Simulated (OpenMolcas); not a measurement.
# Rh⁵⁺ among point charges: CASSCF and CASPT2 levels and susceptibility

Aim: the splitting of the states of Rh⁵⁺ in the field of 6 point charges, its lowest levels with spin-orbit coupling and its magnetic susceptibility.

The numbers are computed with OpenMolcas 26.06 (state-averaged CASSCF and CASPT2, spin-orbit coupling by RASSI with atomic mean-field integrals), except any that are marked as measured or tabulated.

### Step 1. The atom as given

* Species: Rh⁵⁺ (rhodium, Z = 45, 40 electrons)
* Basis: ANO-RCC-VDZP [6s5p3d1f], 43 functions
* Scalar Hamiltonian: DKH2, point nucleus
* Inactive shells: 1s 2s 2p 3s 3p 3d 4s 4p
* Active space: 4 electrons in 5 orbitals (4d)
* Some configurations of this space: 4d4
* Orbitals: optimised for each spin and parity, averaged over all roots

Outer shells as boxes (Hund's rule):

4d4
```
4d [↑ ][↑ ][↑ ][↑ ][  ]
```

The ion sits among 6 point charges of -0.85 e arranged as a trigonal antiprism (D3d), 1.94 Å from the ion, with a polar angle of 58.0° against the regular 54.74°.

Each step is its own input file, run in one work folder so that later steps find the files of earlier ones. Labels, J, g values, rates, χT and fits are worked out afterwards by a script from the matrices that RASSI stores. The input lists half of the charges; inversion (Group=XYZ) makes the rest.

### Step 2. Basis and integrals

Contents of a.inp:

```
&GATEWAY
Coord
1

Rh 0.0 0.0 0.0
Basis=ANO-RCC-VDZP
Group=XYZ
NoMove
AngMom=0.0 0.0 0.0
AMFI
XField
3 Angstrom 0
0.000000 1.645568 1.027476 -0.850000
1.425103 -0.822784 1.027476 -0.850000
1.425103 0.822784 -1.027476 -0.850000
&SEWARD
```

The run is started by

```console
$ OMP_NUM_THREADS=1 MOLCAS_MEM=1689 MOLCAS_PROJECT=a pymolcas a.inp > a.log
```

### Step 3. Reference wave functions, quintets of even parity, 5 roots

Contents of a.inp:

```
&RASSCF
FileOrb=start.orb
Symmetry=1
Spin=5
nActEl=4 0 0
Inactive=9 9
Ras2=5 0
CIRoot=5 5 1
SDav=5
CIMx=300
Iter=120 100
PrWF=0.3
OrbListing=Nothing
MaxOrb=0
>>> COPY $Project.JobIph JOB001
```

start.orb holds the contracted functions of the basis, ordered by shell, or the orbitals of the step before.

### Step 4. CASSCF: triplets of even parity, 45 roots

Contents of a.inp:

```
&RASSCF
FileOrb=start.orb
Symmetry=1
Spin=3
nActEl=4 0 0
Inactive=9 9
Ras2=5 0
CIRoot=45 45 1
SDav=45
CIMx=300
Iter=120 100
PrWF=0.3
OrbListing=Nothing
MaxOrb=0
>>> COPY $Project.JobIph JOB002
```

### Step 5. Reference wave functions, singlets of even parity, 50 roots

Contents of a.inp:

```
&RASSCF
FileOrb=start.orb
Symmetry=1
Spin=1
nActEl=4 0 0
Inactive=9 9
Ras2=5 0
CIRoot=50 50 1
SDav=50
CIMx=300
Iter=120 100
PrWF=0.3
OrbListing=Nothing
MaxOrb=0
>>> COPY $Project.JobIph JOB003
```

### Step 6. State interaction with spin-orbit coupling

Contents of a.inp:

```
&RASSI
NrOfJobIphs=3 5 45 50
1 2 3 4 5
1 2 3 4 5 6 7 8 9 10 11 12 13 14 15 16 17 18 19 20 21 22 23 24 25 26 27
28 29 30 31 32 33 34 35 36 37 38 39 40 41 42 43 44 45
1 2 3 4 5 6 7 8 9 10 11 12 13 14 15 16 17 18 19 20 21 22 23 24 25 26 27
28 29 30 31 32 33 34 35 36 37 38 39 40 41 42 43 44 45 46 47 48 49 50
IphNames
JOB001
JOB002
JOB003
EJob
SpinOrbit
DIPRint=1.0
SOCoupling=1000.0
Subsets=2
Property=9
'ANGMOM' 1 'ANGMOM' 2 'ANGMOM' 3 'MLTPL  1' 1 'MLTPL  1' 2 'MLTPL  1' 3
'AMFI' 1 'AMFI' 2 'AMFI' 3
SOProperty=3
'ANGMOM' 1 'ANGMOM' 2 'ANGMOM' 3
```

### Step 7. CASPT2: IPEA 0.25, imaginary shift 0.1 (closed shells correlated: 4s 4p)

Contents of a.inp:

```
>>> COPY JOB001 $Project.JobIph
&CASPT2
Multistate=5 1 2 3 4 5
NoMult
Frozen=8 6
IPEA=0.25
Imaginary=0.1
MaxIter=60
WThr=0.0 0.3 0.05
PrWF=0.5
NoMix
>>> COPY JOB002 $Project.JobIph
&CASPT2
Multistate=45 1 2 3 4 5 6 7 8 9 10 11 12 13 14 15 16 17 18 19 20 21 22
23 24 25 26 27 28 29 30 31 32 33 34 35 36 37 38 39 40 41 42 43 44 45
NoMult
Frozen=8 6
IPEA=0.25
Imaginary=0.1
MaxIter=60
WThr=0.0 0.3 0.05
PrWF=0.5
NoMix
>>> COPY JOB003 $Project.JobIph
&CASPT2
Multistate=50 1 2 3 4 5 6 7 8 9 10 11 12 13 14 15 16 17 18 19 20 21 22
23 24 25 26 27 28 29 30 31 32 33 34 35 36 37 38 39 40 41 42 43 44 45 46
47 48 49 50
NoMult
Frozen=8 6
IPEA=0.25
Imaginary=0.1
MaxIter=60
WThr=0.0 0.3 0.05
PrWF=0.5
NoMix
```

(Steps that only read results are left out.)

What does the calculation give? Wanted: spin-free ground state; first state of the same spin within the active space; lowest level; next level.

The runs gave:

| quantity | value |
| --- | --- |
| method | SS-CASPT2, IPEA 0.25, imaginary shift 0.1 (closed shells correlated: 4s 4p) |
| spin-free ground state | 5E, 2-fold in its orbital part |
| first state of the same spin within the active space | 5E at 2670 cm⁻¹ |
| lowest level | 1-fold A1 |
| next level | 276.3 cm⁻¹ |
| χT at 300 K | 0.79 cm³ K/mol |
| effective moment at 300 K | 2.51 μB |

Cost by method:

```tsv
method	time of its own steps	time with the reference
A. CASSCF	20 s	20 s
B. SS-CASPT2, IPEA 0.25, imaginary shift 0.1, +4s 4p	5.1 s	25 s
```

Times are of one thread on a shared host.

In words: The spin-free ground state (5E) comes to 100 % from free-ion D terms and keeps the highest spin of the shell. χT at 300 K is 0.79, against 3.01 cm³ K/mol for the spin alone, so spin-orbit coupling lowers it. An active space of the d shell alone favours high spin; real ions in strong fields can be low spin. CASPT2 does not keep the components of a term degenerate, and the means are used. The field of point charges can differ much from that of real complexes. With metal d orbitals alone active, the gaps between spin states are rough; where two lie within a few thousand cm-1, their order is open. This is an electrostatic model: the charges have no orbitals.
